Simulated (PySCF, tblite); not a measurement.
# C₇H₆FGeN: geometry, infrared bands and NMR shifts

Aim: predict the infrared bands and NMR shifts of C₇H₆FGeN (`C=[CH][GeH2]/[C](F)=C\C#CC#N`).

Programs: tblite 0.8.0 and PySCF 2.14.0, with density-fitted response routines of our own. Each step states its level of theory. These are calculated values for one molecule in the gas phase, unless marked as measured. Atoms are numbered from 0 throughout.

## 1. The starting structure

16 atoms, charge 0, multiplicity 1; geometry from: force field or distance geometry start.

Bonds of the start (Å): C0–C1 1.31, C1–Ge2 1.93, Ge2–C3 1.88, C3–F4 1.36, C3–C5 1.32, C5–C6 1.45, C6–C7 1.21, C7–C8 1.43, C8–N9 1.15, C0–H10 1.09, C0–H11 1.09, C1–H12 1.12, Ge2–H13 1.56, Ge2–H14 1.56, C5–H15 1.10.

## 2. Optimising the geometry with GFN2-xTB

Job settings and geometry (Å):

```
{"job": {"kind": "relax", "xc": "GFN2-xTB", "basis": "xTB"}, "charge": 0, "multiplicity": 1}
C     -2.893400     1.276700    -0.234600
C     -1.803500     0.922400     0.405600
Ge    -0.759300    -0.511600    -0.360700
C      0.086100    -1.610200     0.916300
F     -0.672700    -2.480600     1.640600
C      1.393500    -1.496300     1.068700
C      2.118400    -0.540800     0.260200
C      2.730100     0.269800    -0.391700
C      3.447300     1.234800    -1.156900
N      4.031200     2.007700    -1.770800
H     -3.129500     0.736600    -1.149800
H     -3.566900     2.066500     0.109100
H     -1.490900     1.408900     1.363000
H     -1.685000    -1.360800    -1.279400
H      0.305200     0.213400    -1.249500
H      1.881700    -2.127600     1.818500
```

On the command line:

```
OMP_NUM_THREADS=1 python probes_run.py task.json out
```

This one command runs all jobs of the session in turn.

What it wrote:

```text
step      E/eV     max force
  0    -746.05788    2.629
  1    -746.11573    4.341
  2    -746.29836    1.363
  3    -746.33280    2.571
  4    -746.39408    1.188
  5    -746.43894    0.861
  6    -746.47424    0.489
  7    -746.50587    0.525
  8    -746.51734    0.435
  9    -746.54380    0.489
 10    -746.57152    0.377
 11    -746.58574    0.301
 12    -746.59636    0.213
 13    -746.60405    0.228
 14    -746.61009    0.272
 15    -746.61597    0.249
 16    -746.62200    0.187
 17    -746.62737    0.203
 18    -746.63121    0.196
 19    -746.63382    0.157
 20    -746.63630    0.133
 21    -746.63883    0.155
 22    -746.64104    0.131
 23    -746.64303    0.120
 24    -746.64516    0.117
 25    -746.64747    0.125
 26    -746.64939    0.107
 27    -746.65067    0.094
 28    -746.65181    0.101
 29    -746.65331    0.111
 30    -746.65514    0.111
 31    -746.65689    0.112
 32    -746.65839    0.100
 33    -746.66003    0.107
 34    -746.66249    0.192
 35    -746.66617    0.247
 36    -746.67031    0.213
 37    -746.67340    0.117
 38    -746.67517    0.106
 39    -746.67645    0.114
 40    -746.67795    0.145
 41    -746.67968    0.126
 42    -746.68127    0.097
 43    -746.68237    0.106
 44    -746.68306    0.223
 45    -746.68406    0.066
 46    -746.68541    0.162
 47    -746.68646    0.183
 48    -746.68731    0.102
 49    -746.68777    0.053
 50    -746.68813    0.064
 51    -746.68856    0.098
 52    -746.68910    0.092
 53    -746.68957    0.058
 54    -746.68990    0.043
 55    -746.69013    0.044
 56    -746.69034    0.040
 57    -746.69051    0.038
 58    -746.69063    0.026
 59    -746.69070    0.026
 60    -746.69079    0.028
 61    -746.69091    0.039
 62    -746.69111    0.051
 63    -746.69135    0.045
 64    -746.69160    0.034
 65    -746.69189    0.047
 66    -746.69231    0.069
 67    -746.69292    0.081
 68    -746.69363    0.072
 69    -746.69422    0.053
 70    -746.69468    0.065
 71    -746.69517    0.078
 72    -746.69583    0.083
 73    -746.69648    0.067
 74    -746.69692    0.044
 75    -746.69709    0.087
 76    -746.69742    0.061
 77    -746.69780    0.066
 78    -746.69867    0.052
 79    -746.69978    0.050
 80    -746.70041    0.139
 81    -746.70108    0.155
 82    -746.70200    0.134
 83    -746.70344    0.098
 84    -746.70461    0.081
 85    -746.70524    0.077
 86    -746.70599    0.157
 87    -746.70710    0.206
 88    -746.70978    0.144
 89    -746.71071    0.077
 90    -746.71148    0.056
 91    -746.71184    0.057
 92    -746.71206    0.055
 93    -746.71254    0.067
 94    -746.71320    0.071
 95    -746.71395    0.069
 96    -746.71461    0.088
 97    -746.71530    0.092
 98    -746.71616    0.099
 99    -746.71694    0.078
100    -746.71667    0.149
101    -746.71772    0.033
102    -746.71785    0.038
103    -746.71809    0.029
104    -746.71821    0.038
105    -746.71841    0.052
106    -746.71853    0.081
107    -746.71863    0.037
108    -746.71878    0.038
109    -746.71885    0.050
110    -746.71897    0.028
111    -746.71908    0.037
112    -746.71918    0.029
113    -746.71927    0.027
114    -746.71935    0.025
115    -746.71947    0.030
116    -746.71966    0.043
117    -746.71984    0.043
118    -746.72004    0.052
119    -746.72019    0.039
120    -746.72033    0.029
121    -746.72039    0.020
122    -746.72046    0.023
123    -746.72049    0.012
124    -746.72051    0.012
125    -746.72052    0.009
```

Wall time 1.4 s (1 thread of Intel Xeon at 2.70GHz, shared host); peak memory 0.18 GiB.

The steps of the relaxation: (not every step is listed)

```csv
step,energy from step 0 (eV),largest force (eV/Å)
0,0.0000,2.6294
1,-0.0579,4.3414
2,-0.2405,1.3635
3,-0.2749,2.5708
4,-0.3362,1.1878
5,-0.3811,0.8608
6,-0.4164,0.4887
7,-0.4480,0.5247
8,-0.4595,0.4354
19,-0.5759,0.1570
30,-0.5973,0.1112
41,-0.6218,0.1263
52,-0.6312,0.0922
63,-0.6335,0.0449
74,-0.6390,0.0436
85,-0.6474,0.0772
96,-0.6567,0.0883
107,-0.6608,0.0369
118,-0.6622,0.0522
120,-0.6625,0.0291
121,-0.6625,0.0201
122,-0.6626,0.0232
123,-0.6626,0.0116
124,-0.6626,0.0115
125,-0.6626,0.0094
```

Close pairs (by a distance rule), those that changed most:

```csv
bond,before (Å),after (Å),change (Å)
Ge2–C3,1.885,1.968,+0.083
C7–C8,1.425,1.358,-0.067
Ge2–H14,1.565,1.500,-0.065
Ge2–H13,1.556,1.498,-0.058
C5–C6,1.446,1.395,-0.051
C1–H12,1.118,1.083,-0.036
C1–Ge2,1.932,1.950,+0.017
C3–C5,1.321,1.337,+0.016
```

The end geometry stands in the next job.

## 3. Infrared spectrum with GFN2-xTB

Job settings and geometry (Å):

```
{"job": {"kind": "ir", "xc": "GFN2-xTB", "basis": "xTB"}, "charge": 0, "multiplicity": 1}
C     -3.133631     1.133354     0.143202
C     -1.822141     1.033274    -0.000073
Ge    -0.938136    -0.535062    -0.748319
C      0.089436    -1.440667     0.664521
F     -0.677563    -2.291898     1.381844
C      1.375450    -1.321876     1.009609
C      2.240437    -0.452326     0.344250
C      3.028624     0.298260    -0.193978
C      3.898666     1.148306    -0.797220
N      4.635376     1.871954    -1.304179
H     -3.794521     0.337570    -0.164469
H     -3.605730     2.005550     0.569573
H     -1.182489     1.846740     0.319119
H     -1.942550    -1.540931    -1.221316
H      0.027100    -0.185189    -1.841561
H      1.794070    -1.898116     1.827586
```

What it wrote:

```text
mode    cm-1     km/mol
  1      -6.6      0.47
  2      42.2      0.37
  3      50.4      2.34
  4      77.3      5.49
  5     104.6      2.34
  6     135.1      2.46
  7     189.0      0.68
  8     218.6      0.07
  9     248.1      1.71
 10     275.7     17.53
 11     354.9      2.76
 12     411.4      5.30
 13     416.7     11.43
 14     450.2     39.50
 15     482.1     11.61
 16     482.7     12.96
 17     503.5     41.25
 18     523.9     22.74
 19     570.5     41.56
 20     655.8      1.48
 21     679.7    272.04
 22     794.8    146.76
 23     800.0      3.25
 24     823.6     49.10
 25     918.2     18.96
 26     991.8      8.29
 27    1020.3     15.07
 28    1076.7    192.86
 29    1188.8     29.94
 30    1242.1      4.00
 31    1284.3      4.42
 32    1398.3      2.73
 33    1611.5     96.26
 34    1651.6      7.09
 35    1983.5    213.27
 36    2050.7    393.96
 37    2268.5     41.50
 38    2341.3    368.38
 39    3024.0     26.15
 40    3025.5     11.53
 41    3069.4     22.20
 42    3093.2     35.57
```

Wall time 0.88 s (1 thread of Intel Xeon at 2.70GHz, shared host); peak memory 0.18 GiB.

Which atoms move in the most intense modes:

```csv
cm⁻¹,km/mol,atoms
680,272.0,"H14 56 %, H13 33 %"
795,146.8,"H13 48 %, H14 47 %"
824,49.1,"H15 72 %, C5 22 %"
1077,192.9,"C3 51 %, F4 28 %, H15 11 %"
1612,96.3,"C5 51 %, C3 45 %"
1984,213.3,"H14 59 %, H13 40 %"
2051,394.0,"H13 59 %, H14 39 %"
2341,368.4,"C8 56 %, N9 31 %"
```

## 4. NMR shieldings: PBE0/pcSseg-1

Settings changed since step 3:

```diff
@@ -1,2 +1,2 @@
-{"job": {"kind": "ir", "xc": "GFN2-xTB", "basis": "xTB"}, "charge": 0, "multiplicity": 1}
+{"job": {"kind": "nmr", "xc": "PBE0", "basis": "pcSseg-1"}, "charge": 0, "multiplicity": 1}
 C     -3.133631     1.133354     0.143202
```

Method: GIAO PBE0/pcSseg-1 NMR shielding, non-relativistic, gas phase.

What it wrote:

```text
coarse grid: 68928 points
cycle   1  E = -2500.6763826835  dE =  8.401e-01  |g| = 1.032e+00  |ddm| = 4.283e+00
cycle   2  E = -2500.4634967861  dE =  2.129e-01  |g| = 1.394e+00  |ddm| = 1.808e+00
cycle   3  E = -2500.7516268631  dE = -2.881e-01  |g| = 4.441e-01  |ddm| = 1.407e+00
cycle   4  E = -2500.7949290859  dE = -4.330e-02  |g| = 1.159e-01  |ddm| = 4.138e-01
cycle   5  E = -2500.7973444696  dE = -2.415e-03  |g| = 4.537e-02  |ddm| = 1.222e-01
cycle   6  E = -2500.7977971594  dE = -4.527e-04  |g| = 8.978e-03  |ddm| = 3.623e-02
cycle   7  E = -2500.7978099196  dE = -1.276e-05  |g| = 4.438e-03  |ddm| = 1.024e-02
cycle   8  E = -2500.7978138165  dE = -3.897e-06  |g| = 1.240e-03  |ddm| = 4.659e-03
final grid: 146328 points
cycle   9  E = -2500.7977642678  dE =  1.249e-06  |g| = 2.620e-03  |ddm| = 3.391e-03
cycle  10  E = -2500.7977567930  dE =  7.475e-06  |g| = 6.084e-03  |ddm| = 6.148e-03
cycle  11  E = -2500.7977658906  dE = -9.098e-06  |g| = 3.271e-04  |ddm| = 4.298e-03
cycle  12  E = -2500.7977659092  dE = -1.863e-08  |g| = 5.081e-05  |ddm| = 2.767e-04
cycle  13  E = -2500.7977659098  dE = -5.284e-10  |g| = 1.914e-05  |ddm| = 5.812e-05
converged SCF energy = -2500.7977659098

GIAO shielding tensors (ppm)
atom      isotropic    diamagn.    paramagn.     s11        s22        s33       span
  0 C       41.027     252.458    -211.430    -84.465     47.176    160.371    244.836
  1 C       49.835     259.827    -209.992    -63.439     41.055    171.889    235.328
  2 Ge    1492.624    2755.419   -1262.795   1429.323   1493.996   1554.554    125.231
  3 C      -17.752     256.529    -274.281   -145.939     26.218     66.466    212.405
  4 F      221.574     478.663    -257.089     97.364    188.104    379.255    281.891
  5 C       79.330     258.213    -178.883    -21.642    112.300    147.332    168.974
  6 C      106.127     254.888    -148.761      2.204     12.306    303.871    301.667
  7 C      106.210     246.698    -140.488     44.659     66.088    207.883    163.223
  8 C       75.415     266.853    -191.438    -32.163    -32.090    290.497    322.660
  9 N      -52.264     342.128    -394.392   -226.895   -210.240    280.342    507.237
 10 H       25.371      30.046      -4.676     21.125     24.196     30.791      9.666
 11 H       25.028      28.184      -3.155     21.654     24.229     29.202      7.547
 12 H       25.150      33.270      -8.119     23.141     23.736     28.575      5.434
 13 H       27.402      29.477      -2.075     21.328     22.469     38.409     17.081
 14 H       26.657      29.706      -3.049     19.902     22.877     37.192     17.289
 15 H       25.521      28.339      -2.818     22.260     25.622     28.679      6.419
```

Wall time 86 s (1 thread of Intel Xeon at 2.70GHz, shared host); peak memory 1 GiB.

The references, computed at this level on geometries of the same kind, shield at (ppm): ¹H TMS 31.72, ¹³C TMS 186.9, ¹⁹F CFCl3 170.9, ¹⁵N NH3 267.7, ⁷³Ge GeMe4 1331. Their shielding less the atom's gives the shift. The references are single molecules in the gas phase, so shifts against H2O, NH3, PH3, H3PO4 or CFCl3 are not on the usual liquid scales and can be off by tens of ppm. Atoms listed in one row are averaged.

```csv
atoms,environment,σ (ppm),δ (ppm)
C3,fully substituted alkene carbon,-17.8,204.7
C0,terminal =CH2 carbon,41.0,145.9
C1,alkene CH,49.8,137.1
C8,nitrile carbon,75.4,111.5
C5,alkene CH,79.3,107.6
C6,alkyne carbon,106.1,80.8
C7,alkyne carbon,106.2,80.7
H11,hydrogen on a terminal =CH2 carbon,25.03,6.69
H12,hydrogen on an alkene CH,25.15,6.57
H10,hydrogen on a terminal =CH2 carbon,25.37,6.35
H15,hydrogen on an alkene CH,25.52,6.20
"H13, H14",hydrogen on a germanium bonded to 2 C,27.03,4.69
Ge2,"germanium bonded to 2 C, 2 H",1493,-162
F4,vinylic fluorine,221.6,-50.6
N9,nitrile nitrogen,-52.3,320.0
```

Charges from the same density, by scheme (e):

```csv
atoms,Mulliken,IAO,Hirshfeld,ESP fit
C0,-0.11,-0.27,-0.08,-0.37
C1,-0.50,-0.38,-0.13,-0.19
Ge2,0.59,0.64,0.34,0.31
C3,0.03,0.10,0.03,0.16
F4,-0.27,-0.25,-0.07,-0.15
C5,-0.20,-0.22,-0.07,-0.35
C6,0.17,0.04,0.01,0.19
C7,0.03,-0.09,-0.03,-0.36
C8,-0.10,0.14,0.08,0.55
N9,-0.22,-0.21,-0.19,-0.46
```

Mayer bond orders: C0–C1 1.95, C1–Ge2 0.91, Ge2–C3 0.77, C3–F4 0.87, C3–C5 1.71, C5–C6 1.15, C6–C7 2.00, C7–C8 1.16, C8–N9 2.88.

The fields below are evaluated on a grid from the run's orbitals.

Frontier orbitals at PBE0/pcSseg-1, with the share of their density that lies nearest to each atom:

```csv
orbital,energy (eV),lies on
HOMO,-7.60,"C3, C7 about 22 % each; C5 17 %; N9 13 %"
LUMO,-2.28,"C3 28 %; C6, C7 about 14 % each; N9 12 %"
```

ELF in a plane through or near 8 of the atoms.

Values, 10 rows by 14 columns:
```
0.00 0.00 0.00 0.00 0.00 0.00 0.00 0.00 0.00 0.00 0.00 0.00 0.00 0.00
0.00 0.00 0.00 0.00 0.00 0.00 0.00 0.12 0.02 0.00 0.00 0.00 0.00 0.00
0.00 0.00 0.00 0.00 0.02 0.29 0.02 0.83 0.66 0.01 0.00 0.00 0.00 0.00
0.00 0.00 0.00 0.02 0.07 0.60 0.90 0.36 0.23 0.00 0.00 0.00 0.00 0.00
0.00 0.00 0.00 0.39 0.73 0.85 0.35 0.91 0.22 0.04 0.12 0.13 0.00 0.00
0.00 0.00 0.10 0.61 0.63 0.79 0.02 0.23 0.90 0.56 0.96 0.92 0.00 0.00
0.00 0.09 0.62 0.55 0.81 0.34 0.01 0.04 0.65 0.89 0.46 0.11 0.00 0.00
0.00 0.42 0.85 0.74 0.38 0.00 0.00 0.01 0.15 0.32 0.19 0.03 0.00 0.00
0.00 0.03 0.71 0.45 0.03 0.00 0.00 0.00 0.00 0.00 0.00 0.00 0.00 0.00
0.00 0.00 0.00 0.00 0.00 0.00 0.00 0.00 0.00 0.00 0.00 0.00 0.00 0.00
```
The map spans 14.4 Å across and 10.5 Å up, centred on the molecule. Atoms in the plane (x, y in Å): C1 (1.9, -0.9), C3 (-0.1, 1.6), F4 (0.6, 2.7), C6 (-2.2, 0.5), C7 (-3.0, -0.4), C8 (-3.9, -1.4), N9 (-4.6, -2.3), H10 (3.8, -0.3).

log10 of the density (e/Å³) in the same plane.

Values, 10 rows by 14 columns:
```
-4.0 -4.0 -4.0 -4.0 -4.0 -4.0 -4.0 -4.0 -4.0 -4.0 -4.0 -4.0 -4.0 -4.0
-4.0 -4.0 -4.0 -4.0 -3.8 -3.0 -2.9 -1.8 -2.2 -4.0 -4.0 -4.0 -4.0 -4.0
-4.0 -4.0 -4.0 -4.0 -2.5 -1.4 -1.4  0.2 -0.4 -2.6 -4.0 -4.0 -4.0 -4.0
-4.0 -4.0 -3.9 -2.5 -1.5 -0.1  0.2  0.2 -0.8 -2.4 -3.2 -4.0 -4.0 -4.0
-4.0 -4.0 -2.8 -1.5 -0.3  0.2 -0.3 -0.1 -0.9 -1.6 -1.7 -2.3 -3.7 -4.0
-4.0 -3.2 -1.7 -0.5  1.8 -0.3 -1.5 -0.9 -0.1 -0.2  0.1 -1.0 -3.0 -4.0
-4.0 -2.1 -0.6  1.2 -0.1 -1.4 -2.2 -1.5 -0.1  0.1  0.0 -1.4 -3.1 -4.0
-3.9 -1.7  0.4  0.1 -1.2 -2.7 -3.5 -2.5 -1.6 -1.5 -1.6 -2.4 -3.8 -4.0
-4.0 -2.6 -1.3 -1.5 -2.5 -4.0 -4.0 -4.0 -3.5 -3.3 -3.5 -4.0 -4.0 -4.0
-4.0 -4.0 -3.4 -3.5 -4.0 -4.0 -4.0 -4.0 -4.0 -4.0 -4.0 -4.0 -4.0 -4.0
```
The map spans 14.4 Å across and 10.5 Å up, centred on the molecule. Atoms in the plane (x, y in Å): C1 (1.9, -0.9), C3 (-0.1, 1.6), F4 (0.6, 2.7), C6 (-2.2, 0.5), C7 (-3.0, -0.4), C8 (-3.9, -1.4), N9 (-4.6, -2.3), H10 (3.8, -0.3).

On the surface of density 0.002 e/bohr³ the electrostatic potential runs, from the 1st to the 99th percentile, from -1.60 V near N9 to 1.39 V near H15.

## 5. Summary of results

| quantity | value |
| --- | --- |
| strongest single infrared mode (GFN2-xTB) | 2051 cm⁻¹, 394 km/mol |
| zero-point energy (GFN2-xTB) | 60.8 kcal/mol |
| ¹³C shifts against TMS (PBE0/pcSseg-1) | 204.7, 145.9, 137.1, 111.5, 107.6, 80.8, 80.7 ppm |
| ¹H shifts against TMS (PBE0/pcSseg-1, means over atoms taken as alike) | 6.69, 6.57, 6.35, 6.20, 4.69 ppm |
| ⁷³Ge shifts against GeMe4 (PBE0/pcSseg-1) | -162 ppm |
| ¹⁹F shifts against CFCl3 (PBE0/pcSseg-1) | -50.6 ppm |
| ¹⁵N shifts against NH3 (PBE0/pcSseg-1) | 320.0 ppm |
| surface potential, 1st and 99th percentile | -1.60 V and 1.39 V |

In words: The optimisation took 125 steps and gained 0.663 eV; among the close pairs (by a distance rule), Ge2–C3 changed most, from 1.885 to 1.968 Å. The lowest mode is slightly imaginary (7i cm⁻¹), a soft motion within the noise of the Hessian, so the minimum is not strictly shown. The strongest single mode, at 2051 cm⁻¹, moves mainly H13 and H14. GFN2-xTB is a fitted tight-binding method: band positions and strengths are rough. Its intensities can rank the bands wrongly. At PBE0/pcSseg-1: The widest tensor belongs to N9: span 507 ppm, with a paramagnetic part of -394 ppm. At PBE0/pcSseg-1, counted by nearest atom on the grid, the HOMO lies on C3, C7 about 22 % each; C5 17 %, the LUMO on C3 28 %; C6, C7 about 14 % each. Spin-orbit coupling is left out, which matters for shieldings and couplings at and beside the heavy atoms.
